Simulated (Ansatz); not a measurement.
**C8H13ClFHfNO: one species, many methods**

An exercise on one series of results from a longer session: the logs are not shown, and one member is left open.

Method: functionals in def2-TZVPP, the program's frozen cores in correlated methods; program: Ansatz 0.2.0, Gaussian basis.

The runs, in order: LDA (SPW92), PBE-D4, revPBE-D4, BLYP-D4, r2SCAN-D4, B97M-V, PBE0-D4, B3LYP-D4, r2SCANh-D4, r2SCAN0-D4, HSE06-D4, BHLYP-D4, CAM-B3LYP-D4, LC-ωPBE, ωB97X-V, ωB97M-V, B2PLYP, PBE-QIDH; CCSD(T)/def2-SVP; CCSD(T)/def2-TZVPP; MP2/def2-QZVPP; extrapolation to the limit; RPA on PBE.

**The relaxed structure**

The geometry comes from an earlier relaxation with PBE0-D4 in a triple-zeta def2 set; it is a stationary point, not always the lowest conformer. Hf takes the def2 core potential; no spin-orbit term is included.

SMILES `C[O][Hf]1234([Cl])([N](C)C)[C@@H]5[C@H]1[C@H]2[C@@]3(F)[C@@H]54`, 26 atoms, charge 0, spin multiplicity 1.

Atoms are counted from 1 here; the program's logs count them from 0.

Bond lengths: C1–O2 1.385 Å, C1–H14 1.095 Å, C1–H15 1.097 Å, C1–H16 1.096 Å, O2–Hf3 1.918 Å, Hf3–Cl4 2.394 Å, Hf3–N5 2.032 Å, Hf3–C8 2.492 Å, Hf3–C9 2.478 Å, Hf3–C10 2.524 Å, Hf3–C11 2.595 Å, Hf3–C13 2.562 Å, N5–C6 1.435 Å, N5–C7 1.450 Å, C6–H17 1.090 Å, C6–H18 1.100 Å, C6–H19 1.101 Å, C7–H20 1.100 Å and more. Angles: O2–C1–H14 110.4°, O2–C1–H15 111.1°, O2–C1–H16 110.8°, H14–C1–H15 108.1°, H14–C1–H16 108.2°, H15–C1–H16 108.1°, C1–O2–Hf3 169.5°, O2–Hf3–Cl4 105.0°, O2–Hf3–N5 105.4°, O2–Hf3–C8 112.6°, O2–Hf3–C9 90.2°, O2–Hf3–C10 101.4°, O2–Hf3–C11 133.1°, O2–Hf3–C13 143.5°, Cl4–Hf3–N5 105.3°, Cl4–Hf3–C8 135.6°, Cl4–Hf3–C9 129.4°, Cl4–Hf3–C10 96.5° and more.

The first run:

Contents of in.yaml:

```yaml
crystal:
  periodic: [false, false, false]
  atoms:
    - {symbol: C, position_ang: [-1.680668, 1.038974, -2.738624]}
    - {symbol: O, position_ang: [-1.253268, 0.357399, -1.611753]}
    - {symbol: Hf, position_ang: [-0.345369, -0.580279, -0.205749]}
    - {symbol: Cl, position_ang: [-1.720101, -2.485364, 0.256241]}
    - {symbol: N, position_ang: [-0.512661, 0.610876, 1.431894]}
    - {symbol: C, position_ang: [0.308636, 1.138591, 2.483947]}
    - {symbol: C, position_ang: [-1.893025, 1.029326, 1.581894]}
    - {symbol: C, position_ang: [2.097916, -0.092583, -0.151205]}
    - {symbol: C, position_ang: [1.778309, -0.444085, -1.475576]}
    - {symbol: C, position_ang: [1.432331, -1.819273, -1.500332]}
    - {symbol: C, position_ang: [1.599250, -2.298290, -0.189133]}
    - {symbol: F, position_ang: [1.427076, -3.555481, 0.184926]}
    - {symbol: C, position_ang: [1.969954, -1.249810, 0.662610]}
    - {symbol: H, position_ang: [-2.545069, 0.535690, -3.185350]}
    - {symbol: H, position_ang: [-0.887435, 1.088657, -3.494883]}
    - {symbol: H, position_ang: [-1.974166, 2.063957, -2.484633]}
    - {symbol: H, position_ang: [1.349136, 0.836329, 2.364095]}
    - {symbol: H, position_ang: [-0.027998, 0.789746, 3.471322]}
    - {symbol: H, position_ang: [0.279334, 2.238674, 2.505645]}
    - {symbol: H, position_ang: [-1.991858, 2.124116, 1.552896]}
    - {symbol: H, position_ang: [-2.321297, 0.671162, 2.528184]}
    - {symbol: H, position_ang: [-2.525801, 0.628093, 0.780023]}
    - {symbol: H, position_ang: [2.390427, 0.888452, 0.191172]}
    - {symbol: H, position_ang: [1.771590, 0.220214, -2.326700]}
    - {symbol: H, position_ang: [1.128815, -2.405008, -2.354958]}
    - {symbol: H, position_ang: [2.145971, -1.330084, 1.724079]}
basis:
  gaussian: {orbitals: def2-TZVPP}
hamiltonian: {xc: lda}
output: {orbitals: {seedname: orbitals}}
```

Steps of the session up to this table: LDA; PBE-D4 (GGA); revPBE-D4 (GGA); BLYP-D4 (GGA); r2SCAN-D4 (meta-GGA); B97M-V (meta-GGA); PBE0-D4 (hybrid); B3LYP-D4 (hybrid); r2SCANh-D4 (hybrid); r2SCAN0-D4 (hybrid); HSE06-D4 (hybrid); BHLYP-D4 (hybrid); CAM-B3LYP-D4 (range-separated); LC-ωPBE (range-separated); ωB97X-V (range-separated); ωB97M-V (range-separated); B2PLYP (double hybrid); PBE-QIDH (double hybrid).

One of the session's tables, all rows but one given; the rest of the session is left out.

It belongs to the step «Orbital energies across the functionals». 

| functional | HOMO (eV) | gap (eV) |
| --- | --- | --- |
| LDA (SPW92) | -5.27 | 3.75 |
| PBE-D4 | -5.12 | 3.84 |
| revPBE-D4 | -5.05 | 3.87 |
| BLYP-D4 | -5.00 | 3.87 |
| r2SCAN-D4 | -5.34 | 4.22 |
| B97M-V | -5.44 | 4.32 |
| PBE0-D4 | -6.33 | 5.88 |
| B3LYP-D4 | ? | ? |
| r2SCANh-D4 | -5.80 | 4.98 |
| r2SCAN0-D4 | -6.50 | 6.14 |
| HSE06-D4 | -5.94 | 5.11 |
| BHLYP-D4 | -7.50 | 8.03 |
| CAM-B3LYP-D4 | -7.67 | 8.30 |
| LC-ωPBE | -8.97 | 10.68 |
| ωB97X-V | -8.65 | 10.29 |
| ωB97M-V | -8.57 | 9.97 |

Estimate the missing values for B3LYP-D4.

Worked estimate for «HOMO (eV)». Against the share of exact exchange, BLYP-D4 (0, -5.00), BHLYP-D4 (0.5, -7.50) give a slope of -5.00 per unit share; at 0.2 the line stands at -6.00.

**Answer.** HOMO (eV): -6.14; gap (eV): 5.50. In «HOMO (eV)» the line misses by +0.14.
